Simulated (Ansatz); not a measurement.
# HCN (I4mm) in Ansatz: convergence with wavefunction cutoff

Aim: find how far wavefunction cutoff must go before the results for HCN settle, at LDA. This setting moves, with any that are tied to it; all else stays.

Everything below comes from runs of Ansatz 0.2.0. Logs are shortened: lines on timing, memory, paths and dates and some standing lists are left out, and cuts for length are marked.

## (1) Starting point

It takes space group I4mm (No. 107, tetragonal). Conventional cell: a = 4.632 Å, b = 4.632 Å, c = 4.320 Å, α = 90.00°, β = 90.00°, γ = 90.00°. N (site symmetry 4mm) has 1 C at 1.16 Å as nearest neighbours. Around C (site symmetry 4mm) lie 1 H at 1.09 Å and 1 N at 1.16 Å. Around H (site symmetry 4mm) lie 1 C at 1.09 Å.

The cell comes from a database or a generator and needn't be the stable form of this composition.

## (2) With wavefunction cutoff 400 eV

File input.yaml:

```yaml
crystal:
  lattice:
    - [-2.316058, 2.316058, 2.159901]
    - [2.316058, -2.316058, 2.159901]
    - [2.316058, 2.316058, -2.159901]
  atoms:
    - { symbol: "N", position: [0.271929, 0.271929, 0.0] }
    - { symbol: C, position: [0.003674, 0.003674, 0.0] }
    - { symbol: H, position: [0.752097, 0.752097, 0.0] }
hamiltonian:
  xc: lda
  pseudopotentials: { kind: paw, source: jth, xc_functional: pbe }
kpoints:
  mp_grid: { grid: [7, 7, 7] }
scf:
  occupations: { method: fermi_dirac, width: 0.1 }
output:
  forces: true
  stress: true
  eigenvalues: true
basis:
  ecutwfc: "400 eV"
```

Potentials or basis: JTH PAW.

Started as:

```
$ ansatz run input.yaml --threads 2 --pin off --max-ram 5632MiB --backend cpu --events-out ev --progress --plain --runs-dir out
```

Run time: 0.96 s. Hardware: 2 threads of Arm Neoverse V2, shared host; peak memory 0.27 GiB.

What came out:

| Item | Value |
| --- | --- |
| Free energy | -630.1131 eV |
| Pressure | -1.7 GPa |
| Largest force | 1.082 eV/Å |
| Band gap on the k mesh | 6.71 eV, indirect (least direct gap 6.96 eV) |

## (3) With wavefunction cutoff 500 eV

Changes to input.yaml since step 2:

```diff
@@ -21,2 +21,2 @@
 basis:
-  ecutwfc: "400 eV"
+  ecutwfc: "500 eV"
```

Potentials or basis: JTH PAW.

Started as:

```
$ ansatz run input.yaml --threads 2 --pin off --max-ram 5632MiB --backend cpu --events-out ev --progress --plain --runs-dir out
```

It took 1.3 s on 2 threads of Arm Neoverse V2, shared host; peak memory 0.29 GiB.

What came out:

- Free energy: -630.7971 eV
- Pressure: -2.0 GPa
- Largest force: 1.263 eV/Å
- Band gap on the k mesh: 6.69 eV, indirect (least direct gap 6.93 eV)

## (4) With wavefunction cutoff 600 eV

Changes to input.yaml since step 3:

```diff
@@ -21,2 +21,2 @@
 basis:
-  ecutwfc: "500 eV"
+  ecutwfc: "600 eV"
```

Started as:

```
$ ansatz run input.yaml --threads 2 --pin off --max-ram 5632MiB --backend cpu --events-out ev --progress --plain --runs-dir out
```

Run time: 1.7 s. Hardware: 2 threads of Arm Neoverse V2, shared host; peak memory 0.31 GiB.

Results:

```yaml
Free_energy: -630.9711 eV
Pressure: -2.1 GPa
Largest_force: 1.268 eV/Å
Band_gap_on_the_k_mesh: 6.69 eV, indirect (least direct gap 6.92 eV)
```

## (5) With wavefunction cutoff 700 eV

Changes to input.yaml since step 4:

```diff
@@ -21,2 +21,2 @@
 basis:
-  ecutwfc: "600 eV"
+  ecutwfc: "700 eV"
```

Started as:

```
$ ansatz run input.yaml --threads 2 --pin off --max-ram 5632MiB --backend cpu --events-out ev --progress --plain --runs-dir out
```

Run time: 2.1 s. Hardware: 2 threads of Arm Neoverse V2, shared host; peak memory 0.34 GiB.

Results:

| Item | Value |
| --- | --- |
| Free energy | -631.0051 eV |
| Pressure | -2.1 GPa |
| Largest force | 1.267 eV/Å |
| Band gap on the k mesh | 6.69 eV, indirect (least direct gap 6.92 eV) |

## (6) With wavefunction cutoff 850 eV

Changes to input.yaml since step 5:

```diff
@@ -21,2 +21,2 @@
 basis:
-  ecutwfc: "700 eV"
+  ecutwfc: "850 eV"
```

Potentials or basis: JTH PAW.

Started as:

```
$ ansatz run input.yaml --threads 2 --pin off --max-ram 5632MiB --backend cpu --events-out ev --progress --plain --runs-dir out
```

It took 2.6 s on 2 threads of Arm Neoverse V2, shared host; peak memory 0.38 GiB.

The run converged. Its results:

```
Free energy            : -631.0119 eV
Pressure               : -2.1 GPa
Largest force          : 1.271 eV/Å
Band gap on the k mesh : 6.69 eV, indirect (least direct gap 6.92 eV)
```

## (7) With wavefunction cutoff 1000 eV

Changes to input.yaml since step 6:

```diff
@@ -21,2 +21,2 @@
 basis:
-  ecutwfc: "850 eV"
+  ecutwfc: "1000 eV"
```

Started as:

```
$ ansatz run input.yaml --threads 2 --pin off --max-ram 5632MiB --backend cpu --events-out ev --progress --plain --runs-dir out
```

Run time: 2.8 s. Hardware: 2 threads of Arm Neoverse V2, shared host; peak memory 0.43 GiB.

The run converged. Its results:

```
Free energy            : -631.0186 eV
Pressure               : -2.1 GPa
Largest force          : 1.280 eV/Å
Band gap on the k mesh : 6.69 eV, indirect (least direct gap 6.92 eV)
```

## (8) With wavefunction cutoff 1200 eV

Changes to input.yaml since step 7:

```diff
@@ -21,2 +21,2 @@
 basis:
-  ecutwfc: "1000 eV"
+  ecutwfc: "1200 eV"
```

Started as:

```
$ ansatz run input.yaml --threads 2 --pin off --max-ram 5632MiB --backend cpu --events-out ev --progress --plain --runs-dir out
```

Run time: 3.6 s. Hardware: 2 threads of Arm Neoverse V2, shared host; peak memory 0.5 GiB.

The run converged. Its results:

| Item | Value |
| --- | --- |
| Free energy | -631.0259 eV |
| Pressure | -2.1 GPa |
| Largest force | 1.285 eV/Å |
| Band gap on the k mesh | 6.69 eV, indirect (least direct gap 6.92 eV) |

## (9) With wavefunction cutoff 1400 eV

Changes to input.yaml since step 8:

```diff
@@ -21,2 +21,2 @@
 basis:
-  ecutwfc: "1200 eV"
+  ecutwfc: "1400 eV"
```

Potentials or basis: JTH PAW.

Started as:

```
$ ansatz run input.yaml --threads 2 --pin off --max-ram 5632MiB --backend cpu --events-out ev --progress --plain --runs-dir out
```

Wall time 4.2 s (2 threads of Arm Neoverse V2, shared host); peak memory 0.58 GiB.

The run converged. Its results:

- Free energy: -631.0282 eV
- Pressure: -2.1 GPa
- Largest force: 1.286 eV/Å
- Band gap on the k mesh: 6.69 eV, indirect (least direct gap 6.92 eV)

## (10) With wavefunction cutoff 1700 eV

Changes to input.yaml since step 9:

```diff
@@ -21,2 +21,2 @@
 basis:
-  ecutwfc: "1400 eV"
+  ecutwfc: "1700 eV"
```

Potentials or basis: JTH PAW.

Started as:

```
$ ansatz run input.yaml --threads 2 --pin off --max-ram 5632MiB --backend cpu --events-out ev --progress --plain --runs-dir out
```

The log of the run:

```text
Warning: the checks of this N dataset prove no rule for summing its radial tables, as where they were carried onto another mesh than they were made on, and Gregory's rule is taken, under which a leading mesh point left out moves its sums only by what lay on the interval it spanned. That does not make them correct, and they differ from Quantum ESPRESSO's on this file; a re-export a fraction of a mesh step off can move them. hamiltonian.pseudopotentials.radial_quadrature: simpson_from_first_knot sums it by `pw.x`'s rule; on a PAW file no value gives `pw.x`'s numbers. What more to know: hamiltonian.pseudopotentials.radial_quadrature, in the input reference
Warning: the checks of this C dataset prove no rule for summing its radial tables, as where they were carried onto another mesh than they were made on, and Gregory's rule is taken, under which a leading mesh point left out moves its sums only by what lay on the interval it spanned. That does not make them correct, and they differ from Quantum ESPRESSO's on this file; a re-export a fraction of a mesh step off can move them. hamiltonian.pseudopotentials.radial_quadrature: simpson_from_first_knot sums it by `pw.x`'s rule; on a PAW file no value gives `pw.x`'s numbers. What more to know: hamiltonian.pseudopotentials.radial_quadrature, in the input reference
Warning: the checks of this H dataset prove no rule for summing its radial tables, as where they were carried onto another mesh than they were made on, and Gregory's rule is taken, under which a leading mesh point left out moves its sums only by what lay on the interval it spanned. That does not make them correct, and they differ from Quantum ESPRESSO's on this file; a re-export a fraction of a mesh step off can move them. hamiltonian.pseudopotentials.radial_quadrature: simpson_from_first_knot sums it by `pw.x`'s rule; on a PAW file no value gives `pw.x`'s numbers. What more to know: hamiltonian.pseudopotentials.radial_quadrature, in the input reference
Warning: RAYON_NUM_THREADS=2 ignored (pool sized by the plan → 2); use --threads N
Engine: ansatz 0.2.0, aarch64-unknown-linux-gnu
Pseudopotentials: kind: paw
Pseudopotential: N, paw, valence charge 5, recommended cutoff 1320 eV (normal), N.paw.azcp
Pseudopotential: C, paw, valence charge 4, recommended cutoff 780 eV (normal), C.paw.azcp
Pseudopotential: H, paw, valence charge 1, recommended cutoff 630 eV (normal), H.paw.azcp
Functional definition: SPW92
  exchange = slater_x
  correlation = pw_c
Crystal: 3 atoms, lattice volume = 46.344 Å³
Basis set: ecut = 1700 eV, 7383 PW (Γ)
Bands: 9, of which v1, the nominal top of the filled ones, is band 5 counted from 1 (4 counted from 0)
Symmetry: 8 space group operations
Space group: I4mm (ITA 107), of the structure as read, at distance tolerance 3.6e-5 Å
k-points: 40 of 343 (time reversal used)
Non-local potential: N, projectors of the file, l = 0: 2, l = 1: 2
Non-local potential: C, projectors of the file, l = 0: 2, l = 1: 2
Non-local potential: H, projectors of the file, l = 0: 2, l = 1: 1
PAW form: soft (Blöchl's): semilocal exchange-correlation on the pseudo side does not see the compensation charge
PAW frozen core: N, regenerated for the run's functional, and the local potential with it (the file was generated under x = pbe(κ = 0.804, μ = 0.2195149727645171), c = pbe(β = 0.06672455060314922))
PAW frozen core: C, regenerated for the run's functional, and the local potential with it (the file was generated under x = pbe(κ = 0.804, μ = 0.2195149727645171), c = pbe(β = 0.06672455060314922))
PAW one-centre angular grid: N, 110 points (default); XC on 64 Gauss nodes
PAW one-centre angular grid: C, 110 points (default); XC on 64 Gauss nodes
PAW one-centre angular grid: H, 110 points (default); XC on 64 Gauss nodes
Initial density: superposition of atomic densities (chi_scale 0.1, normalization cell, long waves kept (reshape's long-wave potential 0.02 eV rms))
Initial wavefunctions: pseudopotential atomic-orbital guess
Functional: x = slater, c = lda
SCF iter   1: F=—  HF=-632.674795 eV  |F-HF|=—  |Δ(HF+E_count)|=         —  Δρ=1.06e-1  dr2=4.00e0  ethr=3.10e-3  ⟨swp⟩=9.1  Hψ=3895  notcnv=0
preconditioner: auto → none  [insulator: Δε(μ)=7.614 eV  Ē_g=15.019 eV  σ=0.100 eV  W_gap=1.00  n_scr=12 (ndim 8)  ℏωp=17.2 eV  f_vac=0.061  D(μ)=0.00/eV (n_scr^D=0)  ε∞_Penn≈2.3]
SCF iter   2: F=—  HF=-631.113899 eV  |F-HF|=—  |Δ(HF+E_count)|=    1.56e0  Δρ=3.72e-2  dr2=2.67e-1  ethr=3.10e-3  ⟨swp⟩=3.6  Hψ=1267  notcnv=0
SCF iter   3: F=—  HF=-631.059920 eV  |F-HF|=—  |Δ(HF+E_count)|=   5.40e-2  Δρ=1.86e-2  dr2=1.52e-1  ethr=2.67e-3  ⟨swp⟩=3.3  Hψ=728  notcnv=0
SCF iter   4: F=—  HF=-631.037032 eV  |F-HF|=—  |Δ(HF+E_count)|=   2.29e-2  Δρ=1.11e-2  dr2=4.34e-2  ethr=1.52e-3  ⟨swp⟩=2.6  Hψ=951  notcnv=0
SCF iter   5: F=—  HF=-631.029362 eV  |F-HF|=—  |Δ(HF+E_count)|=   7.67e-3  Δρ=4.02e-3  dr2=5.26e-3  ethr=4.34e-4  ⟨swp⟩=1.4  Hψ=420  notcnv=0
SCF iter   6: F=—  HF=-631.028527 eV  |F-HF|=—  |Δ(HF+E_count)|=   8.35e-4  Δρ=6.18e-4  dr2=1.21e-4  ethr=5.26e-5  ⟨swp⟩=2.0  Hψ=553  notcnv=0
SCF iter   7: F=—  HF=-631.028507 eV  |F-HF|=—  |Δ(HF+E_count)|=   2.00e-5  Δρ=1.10e-4  dr2=1.95e-6  ethr=1.21e-6  ⟨swp⟩=2.1  Hψ=557  notcnv=0
SCF iter   8: F=—  HF=-631.028498 eV  |F-HF|=—  |Δ(HF+E_count)|=   9.71e-6  Δρ=2.46e-5  dr2=7.32e-8  ethr=1.00e-9  ⟨swp⟩=6.1  Hψ=2839  notcnv=0
SCF iter   9: F=-631.028498 eV  HF=-631.028498 eV  |F-HF|=2.25e-10  |Δ(HF+E_count)|=   1.62e-8  Δρ=2.11e-6  dr2=5.60e-10  ethr=7.32e-10  ⟨swp⟩=3.7  Hψ=1417  notcnv=0
SCF 1 converged in 9 iterations: F = -631.028498 eV  dr2 = 5.60e-10
SCF converged after 9 iterations
Free energy (F): -631.028498 eV
Harris-Foulkes:  -631.028498 eV  (|F-HF|=2.25e-10)
Internal energy: -631.028498 eV  (E = F + TS)
E sigma→0 (E₀):  -631.028498 eV
Fermi energy:    -0.887667 eV
--- Per-component energies (eV) ---
  E_band       = -86.578929
  E_kinetic    = 258.593815
  E_local      = -596.536730  (includes V_loc(G=0)·N_el)
  E_nonlocal   = 53.280049
  E_hartree    = 182.715899
  E_xc         = -134.549425
  E_vxc        = -152.584065  (∫ρ·V_xc dr)
  E_paw        = -186.141865  (= ΣΔE_a)
  E_vpaw       = -14.763514  (= ΣTr[D̂ρ^β])
  E_aug_tail   = 0.000004  (compensation charges beyond the density's cutoff)
  E_ewald      = -208.533303
  E_core_change = 0.143059  (= ΣΔE_core)
  E_smearing   = -0.000000  (= −TS)
  E_closure    = -0.000000  (closes the sum)
  Σ components = -631.028498   (vs F -631.028498, Δ=0.00e0)
--- Forces (eV/Å), atoms counted from 1 ---
  atom   1  N      0.00000000    -0.00000000    -0.76493153
  atom   2  C     -0.00000000    -0.00000000     1.28573502
  atom   3  H      0.00000000     0.00000000    -0.52081159
  max |Σ_I F_I| component: 8.11e-6 eV/Å
--- Stress (GPa, compression-positive) ---
       -1.075246      -0.000000      -0.000000
       -0.000000      -1.075246      -0.000000
       -0.000000       0.000000      -4.249838
  P = ⅓ Tr σ = -2.1334 GPa (-21.334 kbar)
--- Band table (eV; the first three rows and the last of 40) ---
  k-point 0: bands = ["-18.6442", "-9.8026", "-5.6069", "-4.3434", "-4.3434", "3.3514", "3.3514", "4.7501", "9.4658"]
  k-point 1: bands = ["-18.6250", "-9.7941", "-5.6520", "-4.5311", "-4.3306", "3.2656", "3.5283", "5.0429", "9.1356"]
  k-point 2: bands = ["-18.5816", "-9.7664", "-5.7270", "-4.9804", "-4.3019", "3.0831", "3.9634", "5.8550", "8.6487"]
  k-point 39: bands = ["-18.4714", "-9.7330", "-5.7653", "-5.1486", "-5.1385", "4.3434", "4.4067", "6.4126", "6.7661"]
```

It took 7.1 s on 2 threads of Arm Neoverse V2, shared host; peak memory 0.59 GiB.

What came out:

```
Free energy            : -631.0285 eV
Pressure               : -2.1 GPa
Largest force          : 1.286 eV/Å
Band gap on the k mesh : 6.69 eV, indirect (least direct gap 6.92 eV)
```

## (11) The series at a glance

```csv
wavefunction cutoff,"energy less the tightest run, at zero smearing (meV/atom)",pressure (GPa),largest force (eV/Å),gap on the mesh (eV),SCF cycles,CPU time (s),peak memory (GiB)
400 eV,305.12,-1.70,1.082,6.709,10,1.8,0.27
500 eV,77.12,-2.02,1.263,6.690,8,2.4,0.29
600 eV,19.14,-2.10,1.268,6.688,9,3.2,0.31
700 eV,7.79,-2.10,1.267,6.687,9,4.2,0.34
850 eV,5.52,-2.11,1.271,6.686,9,5.1,0.38
1000 eV,3.29,-2.13,1.280,6.687,9,5.5,0.43
1200 eV,0.85,-2.13,1.285,6.687,9,7.1,0.5
1400 eV,0.11,-2.13,1.286,6.687,9,8.1,0.58
1700 eV,0.00,-2.13,1.286,6.687,9,14,0.59
```

Against the tightest run, the energy stays within 1 meV/atom from 1200 eV on; the pressure stays within 0.1 GPa from 600 eV on; the largest force stays within 0.005 eV/Å from 1200 eV on; the gap on the mesh stays within 0.01 eV from 500 eV on. The tightest run that finished is the yardstick and may itself not be fully converged.

Caveats: odd divisions of the mesh miss points on the zone boundary, where band edges often lie, so the gap on the mesh can be too wide; forces of over 1 eV/Å show positions far from the minimum, so gaps and moduli don't describe the material at rest.
